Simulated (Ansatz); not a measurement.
# TiRh3: the cost of one run

Computed with Ansatz 0.2.0 (DFT PBEsol, scalar-relativistic, plane waves, PAW, unless a step's input says otherwise).

### Step 1. The system as given

The structure is cubic, space group Pm-3m (No. 221). Conventional cell: a = 3.822 Å, b = 3.822 Å, c = 3.822 Å, α = 90.00°, β = 90.00°, γ = 90.00°. Ti (site symmetry m-3m) is surrounded by 12 Rh at 2.70 Å. Rh (site symmetry 4/mmm) has 4 Ti at 2.70 Å and 8 Rh at 2.70 Å as nearest neighbours.

Coordinates:

```xyz
4
Lattice="3.8220 0.0000 0.0000 0.0000 3.8220 0.0000 0.0000 0.0000 3.8220" Properties=species:S:1:pos:R:3 pbc="T T T"
Ti    0.0000    0.0000    0.0000
Rh    0.0000    1.9110    1.9110
Rh    1.9110    0.0000    1.9110
Rh    1.9110    1.9110    0.0000
```

The structure comes from the Crystallography Open Database.

### Step 2. Strain and moves within the space group

Against the listed cell: strain xx, yy, zz, yz, xz, xy = -2.1, -2.1, -2.1, +0.0, +0.0, +0.0 %.

File input.yaml:

```yaml
crystal:
  lattice:
    - [3.74047674, 0.0, 0.0]
    - [0.0, 3.74047674, 0.0]
    - [0.0, 0.0, 3.74047674]
  atoms:
    - { symbol: Ti, position: [0.0, 0.0, 0.0] }
    - { symbol: Rh, position: [0.0, 0.5, 0.5] }
    - { symbol: Rh, position: [0.5, 0.0, 0.5] }
    - { symbol: Rh, position: [0.5, 0.5, 0.0] }
basis:
  ecutwfc: 420
kpoints:
  mp_grid: { grid: [12, 12, 12] }
hamiltonian:
  xc: pbesol
scf:
  occupations: { method: gaussian, width: 0.1 }
output:
  forces: true
  stress: true
  eigenvalues: true
  populations: true
  write_density: true
  write_potential: true
  elf: true
  volumetric_format: npy
```

Command:

```sh
ansatz run input.yaml --threads 1 --pin off --max-ram 1331MiB --backend cpu --events-out ev --progress --plain --runs-dir out
```

What time and memory should one allow on 1 thread of an x86-64 CPU, shared host?

About 21 s, with a peak of 0.43 GiB.
